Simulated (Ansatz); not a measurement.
# AlBrH₃NSi: one species, many methods

An exercise on one series of results from a longer session: the logs are not shown, and one member is left open.

The runs use Ansatz 0.2.0, Gaussian basis; functionals in def2-TZVPP, the program's frozen cores in correlated methods.

Levels to be run: LDA (SPW92), PBE-D4, revPBE-D4, BLYP-D4, r2SCAN-D4, B97M-V, PBE0-D4, B3LYP-D4, r2SCANh-D4, r2SCAN0-D4, HSE06-D4, BHLYP-D4, CAM-B3LYP-D4, LC-ωPBE, ωB97X-V, ωB97M-V, B2PLYP, PBE-QIDH; CCSD(T)/def2-SVP; CCSD(T)/def2-TZVPP; MP2/def2-QZVPP; extrapolation to the limit; RPA on PBE.

## Structure used throughout

All runs share one geometry, relaxed beforehand with PBE0-D4 in a triple-zeta def2 set.

7 atoms, charge 0, spin multiplicity 1.

Atoms are counted from 1 here; the program's logs count them from 0.

Bond lengths: Br1–Si2 2.245 Å, Si2–N3 1.743 Å, Si2–Al4 2.293 Å, Si2–H5 1.486 Å, N3–Al4 1.782 Å, N3–H6 1.010 Å, Al4–H7 1.577 Å. Angles: Br1–Si2–N3 115.3°, Br1–Si2–Al4 125.0°, Br1–Si2–H5 102.7°, N3–Si2–Al4 50.2°, N3–Si2–H5 116.4°, Al4–Si2–H5 132.1°, Si2–N3–Al4 81.2°, Si2–N3–H6 131.0°, Al4–N3–H6 147.8°, Si2–Al4–N3 48.7°, Si2–Al4–H7 174.5°, N3–Al4–H7 136.7°.

Coordinates:

```
Br   -1.6234   -2.0281    1.0896
Si   -0.8841   -0.0250    0.3957
N     0.8489    0.1405    0.3126
Al    0.4734    0.3180   -1.4206
H    -1.5954    0.9160    1.3001
H     1.5548    0.0937    1.0332
H     1.2870    0.5167   -2.7563
```

Set-up of the first run:

Contents of in.yaml:

```yaml
crystal:
  periodic: [false, false, false]
  atoms:
    - {symbol: Br, position_ang: [-1.623406, -2.028094, 1.089614]}
    - {symbol: Si, position_ang: [-0.884139, -0.024976, 0.395719]}
    - {symbol: N, position_ang: [0.848922, 0.140535, 0.312626]}
    - {symbol: Al, position_ang: [0.473409, 0.317985, -1.420623]}
    - {symbol: H, position_ang: [-1.595422, 0.915980, 1.300058]}
    - {symbol: H, position_ang: [1.554815, 0.093745, 1.033217]}
    - {symbol: H, position_ang: [1.287019, 0.516724, -2.756313]}
basis:
  gaussian: {orbitals: def2-TZVPP}
hamiltonian: {xc: lda}
output: {orbitals: {seedname: orbitals}}
```

The run is started by

```
ansatz run in.yaml --threads 2 --pin off --events-out ev --progress --plain --max-ram 4352MiB
```

Among the steps run: LDA; PBE-D4 (GGA); revPBE-D4 (GGA); BLYP-D4 (GGA); r2SCAN-D4 (meta-GGA); B97M-V (meta-GGA); B3LYP-D4 (hybrid); r2SCANh-D4 (hybrid); r2SCAN0-D4 (hybrid); HSE06-D4 (hybrid); BHLYP-D4 (hybrid); CAM-B3LYP-D4 (range-separated); LC-ωPBE (range-separated); ωB97X-V (range-separated); ωB97M-V (range-separated); B2PLYP (double hybrid); PBE-QIDH (double hybrid).

One table of the session follows, with a row left open; its other results are not shown here.

It belongs to the step «Orbital energies across the functionals». 

| functional | HOMO (eV) | LUMO (eV) | gap (eV) |
| --- | --- | --- | --- |
| LDA (SPW92) | -5.77 | -2.35 | 3.42 |
| PBE-D4 | -5.67 | -2.13 | 3.54 |
| revPBE-D4 | ? | ? | ? |
| BLYP-D4 | -5.53 | -1.99 | 3.55 |
| r2SCAN-D4 | -5.88 | -1.88 | 4.00 |
| B97M-V | -5.93 | -2.00 | 3.93 |
| PBE0-D4 | -6.68 | -1.39 | 5.29 |
| B3LYP-D4 | -6.50 | -1.56 | 4.94 |
| r2SCANh-D4 | -6.25 | -1.62 | 4.63 |
| r2SCAN0-D4 | -6.81 | -1.24 | 5.57 |
| HSE06-D4 | -6.29 | -1.76 | 4.53 |
| BHLYP-D4 | -7.58 | -0.59 | 6.99 |
| CAM-B3LYP-D4 | -7.88 | -0.42 | 7.46 |
| LC-ωPBE | -9.12 | 0.60 | 9.72 |
| ωB97X-V | -8.83 | 0.52 | 9.35 |
| ωB97M-V | -8.62 | 0.27 | 8.88 |

**Question.** Estimate the row for revPBE-D4.

As computed: HOMO (eV): -5.63; LUMO (eV): -2.05; gap (eV): 3.59. In the column «HOMO (eV)» it lies between PBE-D4 (-5.67) and BLYP-D4 (-5.53).
